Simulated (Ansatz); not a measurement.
# GeH₆SSi: a ladder of functionals and wavefunction methods

Aim: compute GeH₆SSi with functionals from several rungs and with coupled cluster. The yardstick is the atomisation energy at the CCSD(T) limit.

Computed with Ansatz 0.2.0, Gaussian basis. Level: functionals in def2-TZVPP, the program's frozen cores in correlated methods.

Levels to be run: LDA (SPW92), PBE-D4, revPBE-D4, BLYP-D4, r2SCAN-D4, B97M-V, PBE0-D4, B3LYP-D4, r2SCANh-D4, r2SCAN0-D4, HSE06-D4, BHLYP-D4, CAM-B3LYP-D4, LC-ωPBE, ωB97X-V, ωB97M-V, B2PLYP, PBE-QIDH; CCSD(T)/def2-SVP; CCSD(T)/def2-TZVPP; MP2/def2-QZVPP; extrapolation to the limit; RPA on PBE.

## 1. The relaxed structure

All runs share one geometry, relaxed beforehand with PBE0-D4 in a triple-zeta def2 set.

SMILES `S[SiH2][GeH3]`, 9 atoms, charge 0, spin multiplicity 1.

Atoms are counted from 1 here; the program's logs count them from 0.

Bond lengths: S1–Si2 2.143 Å, S1–H4 1.344 Å, Si2–Ge3 2.378 Å, Si2–H5 1.488 Å, Si2–H6 1.485 Å, Ge3–H7 1.539 Å, Ge3–H8 1.539 Å, Ge3–H9 1.536 Å. Angles: Si2–S1–H4 94.8°, S1–Si2–Ge3 110.9°, S1–Si2–H5 111.4°, S1–Si2–H6 104.3°, Ge3–Si2–H5 110.3°, Ge3–Si2–H6 111.1°, H5–Si2–H6 108.7°, Si2–Ge3–H7 111.4°, Si2–Ge3–H8 109.3°, Si2–Ge3–H9 110.3°, H7–Ge3–H8 108.3°, H7–Ge3–H9 109.0°, H8–Ge3–H9 108.5°.

## 2. LDA

This LDA is Slater exchange with PW92 correlation.

The input, in.yaml:

```yaml
crystal:
  periodic: [false, false, false]
  atoms:
    - {symbol: S, position_ang: [-2.000962, 1.296366, -0.495739]}
    - {symbol: Si, position_ang: [0.102806, 1.063444, -0.158196]}
    - {symbol: Ge, position_ang: [0.614118, -1.161336, 0.509289]}
    - {symbol: H, position_ang: [-2.084859, 0.290035, -1.382467]}
    - {symbol: H, position_ang: [0.890924, 1.433635, -1.364823]}
    - {symbol: H, position_ang: [0.409347, 2.030747, 0.925948]}
    - {symbol: H, position_ang: [2.130984, -1.366394, 0.667189]}
    - {symbol: H, position_ang: [0.102004, -2.142617, -0.560239]}
    - {symbol: H, position_ang: [-0.075761, -1.490282, 1.841838]}
basis:
  gaussian: {orbitals: def2-TZVPP}
hamiltonian: {xc: lda}
output: {orbitals: {seedname: orbitals}}
```

Command:

```sh
$ ansatz run in.yaml --threads 2 --pin off --events-out ev --progress --plain --max-ram 4352MiB
```

After this run come: PBE-D4 (GGA); revPBE-D4 (GGA); BLYP-D4 (GGA); r2SCAN-D4 (meta-GGA); B97M-V (meta-GGA); B3LYP-D4 (hybrid); r2SCANh-D4 (hybrid); r2SCAN0-D4 (hybrid); HSE06-D4 (hybrid); BHLYP-D4 (hybrid); CAM-B3LYP-D4 (range-separated); LC-ωPBE (range-separated); ωB97X-V (range-separated); ωB97M-V (range-separated); B2PLYP (double hybrid); PBE-QIDH (double hybrid); CCSD(T) in def2-SVP; CCSD(T) in def2-TZVPP; MP2 in def2-QZVPP; RPA on PBE orbitals.

Before running them: what should the planned runs give, taken together? Wanted: atomisation energy, CCSD(T)/CBS; farthest beyond LDA; mean size of error, GGA; mean size of error, meta-GGA; mean size of error, hybrid; mean size of error, range-separated; mean size of error, double hybrid; gap, smallest and largest; T1 diagnostic.

**Answer**, as computed:

```
                               quantity                                                              value
        atomisation energy, CCSD(T)/CBS                                                          25.871 eV
    functionals within 0.259 eV (1.0 %)  r2SCAN-D4, r2SCANh-D4, r2SCAN0-D4, CAM-B3LYP-D4, ωB97X-V, ωB97M-V
                    farthest beyond LDA                                              revPBE-D4 (-0.791 eV)
                mean size of error, GGA                                                           0.598 eV
           mean size of error, meta-GGA                                                           0.172 eV
             mean size of error, hybrid                                                           0.350 eV
    mean size of error, range-separated                                                           0.286 eV
      mean size of error, double hybrid                                                           0.534 eV
              gap, smallest and largest                          4.96 eV (LDA (SPW92)), 11.83 eV (LC-ωPBE)
                          T1 diagnostic                                                             0.0118
triples share of the correlation energy                                                              3.7 %
```

What this shows: LDA overbinds by 2.856 eV (11 %). PBE-D4 is off by -0.397 eV. Double hybrids carry the basis error of their MP2 part in triple zeta, and no dispersion term here, so their miss is partly the set-up's. Taken by rung, meta-GGA functionals do best (0.172 eV on average) and GGA ones worst beyond LDA (0.598 eV). The gap between the best rungs is small, so their order is not settled. Misses under about 0.259 eV are within the doubt on the reference itself, which lacks core-valence correlation, relativity and higher excitations, and its outer-core shells are covered unevenly. Hartree-Fock recovers 73 % of the binding; the rest is correlation. CCSD(T) in def2-SVP is off by -2.016 eV, so the small basis spoils what the method gains. The gap grows from 5.0 to 11.8 eV across the functionals, mostly with the share of exact exchange. Correlated methods include outer-core shells of Ge, which these sets cover unevenly.
